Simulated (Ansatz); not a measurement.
# BBrGaH3 (SMILES [BH2][GaH][Br]): functionals against CCSD(T) at one geometry

A test off equilibrium: a structure displaced at random from a GFN2-xTB minimum is computed at several levels, and each is set against CCSD(T).

Method: single points in def2-TZVPP; program: Ansatz 0.2.0, Gaussian basis.

Correlated methods freeze the cores. Filled d shells of the heavier atoms are correlated.

### 1 Where the work starts

SMILES `[BH2][GaH][Br]`, 6 atoms, charge 0, spin multiplicity 1.

Atoms are counted from 1 here; the program's logs count them from 0.

Bond lengths: B1–Ga2 2.104 Å, B1–H4 1.089 Å, B1–H5 1.113 Å, Ga2–Br3 2.594 Å, Ga2–H6 1.752 Å. Angles: Ga2–B1–H4 123.6°, Ga2–B1–H5 113.3°, H4–B1–H5 119.0°, B1–Ga2–Br3 112.9°, B1–Ga2–H6 146.8°, Br3–Ga2–H6 98.9°.

Geometry (Å):

```xyz
6
charge 0, multiplicity 1
B    -0.6791    0.5604   -1.0249
Ga    0.4640    0.1178    0.6850
Br    1.1453   -2.3814    0.8273
H    -1.6937    0.1977   -1.1817
H    -0.0601    0.8319   -1.9093
H     0.9695    0.6269    2.2836
```

### 2 CCSD(T)/def2-TZVPP

The input, run/in.yaml:

```yaml
crystal:
  periodic: [false, false, false]
  atoms:
    - {symbol: B, position_ang: [-0.679100, 0.560400, -1.024900]}
    - {symbol: Ga, position_ang: [0.464000, 0.117800, 0.685000]}
    - {symbol: Br, position_ang: [1.145300, -2.381400, 0.827300]}
    - {symbol: H, position_ang: [-1.693700, 0.197700, -1.181700]}
    - {symbol: H, position_ang: [-0.060100, 0.831900, -1.909300]}
    - {symbol: H, position_ang: [0.969500, 0.626900, 2.283600]}
basis:
  gaussian: {orbitals: def2-TZVPP}
correlation: {method: ccsd_t}
output: {forces: true}
```

No record of the launch command was kept for these runs.

### 3 PBE0-D4/def2-TZVPP

Changes to run/in.yaml since step 2:

```diff
@@ -11,3 +11,3 @@
   gaussian: {orbitals: def2-TZVPP}
-correlation: {method: ccsd_t}
-output: {forces: true}
+hamiltonian: {xc: pbe0, dispersion: d4}
+output: {forces: true, orbitals: {seedname: orbitals}}
```

### 4 wB97M-V/def2-TZVPP

Changes to run/in.yaml since step 3:

```diff
@@ -11,3 +11,3 @@
   gaussian: {orbitals: def2-TZVPP}
-hamiltonian: {xc: pbe0, dispersion: d4}
-output: {forces: true, orbitals: {seedname: orbitals}}
+hamiltonian: {xc: {name: wB97M-V}}
+output: {forces: true}
```

### 5 r2SCAN-D4/def2-TZVPP

Changes to run/in.yaml since step 4:

```diff
@@ -11,3 +11,3 @@
   gaussian: {orbitals: def2-TZVPP}
-hamiltonian: {xc: {name: wB97M-V}}
+hamiltonian: {xc: r2scan, dispersion: d4}
 output: {forces: true}
```

### 6 PBE-D4/def2-TZVPP

Changes to run/in.yaml since step 5:

```diff
@@ -11,3 +11,3 @@
   gaussian: {orbitals: def2-TZVPP}
-hamiltonian: {xc: r2scan, dispersion: d4}
+hamiltonian: {xc: pbe, dispersion: d4}
 output: {forces: true}
```

### 7 revPBE-D4/def2-TZVPP

Changes to run/in.yaml since step 6:

```diff
@@ -11,3 +11,3 @@
   gaussian: {orbitals: def2-TZVPP}
-hamiltonian: {xc: pbe, dispersion: d4}
+hamiltonian: {xc: {name: revPBE}, dispersion: d4}
 output: {forces: true}
```

### 8 r2SCAN0-D4/def2-TZVPP

Changes to run/in.yaml since step 7:

```diff
@@ -11,3 +11,3 @@
   gaussian: {orbitals: def2-TZVPP}
-hamiltonian: {xc: {name: revPBE}, dispersion: d4}
+hamiltonian: {xc: {name: r2SCAN0}, dispersion: d4}
 output: {forces: true}
```

(Steps that only read results are left out.)

What does the calculation give? Wanted: energy less free atoms, CCSD(T)/def2-TZVPP; RMS force component; RMS force error; HOMO and LUMO, PBE0-D4; T1 diagnostic.

**Answer**, as computed:

| quantity | value |
| --- | --- |
| energy less free atoms, CCSD(T)/def2-TZVPP | -352.0 kcal/mol |
| RMS force component | 1.467 to 1.517 eV/Å over the methods |
| RMS force error | PBE0-D4 0.066, wB97M-V 0.077, r2SCAN-D4 0.090, PBE-D4 0.178, revPBE-D4 0.191, r2SCAN0-D4 0.054 eV/Å |
| HOMO and LUMO, PBE0-D4 | -7.44 and -3.32 eV |
| T1 diagnostic | 0.012 |

Against CCSD(T) the functionals' energies less atoms differ by -12.2 to -0.9 kcal/mol, PBE-D4 by -8.8 kcal/mol. A larger basis would deepen the CCSD(T) value, while the functionals are nearly converged already, so the order here is not reliable. The forces of r2SCAN0-D4 come nearest to CCSD(T), those of revPBE-D4 are farthest. Frozen-core CCSD(T) forces in triple zeta carry basis errors of their own, and this is one geometry, so small gaps rank nothing.
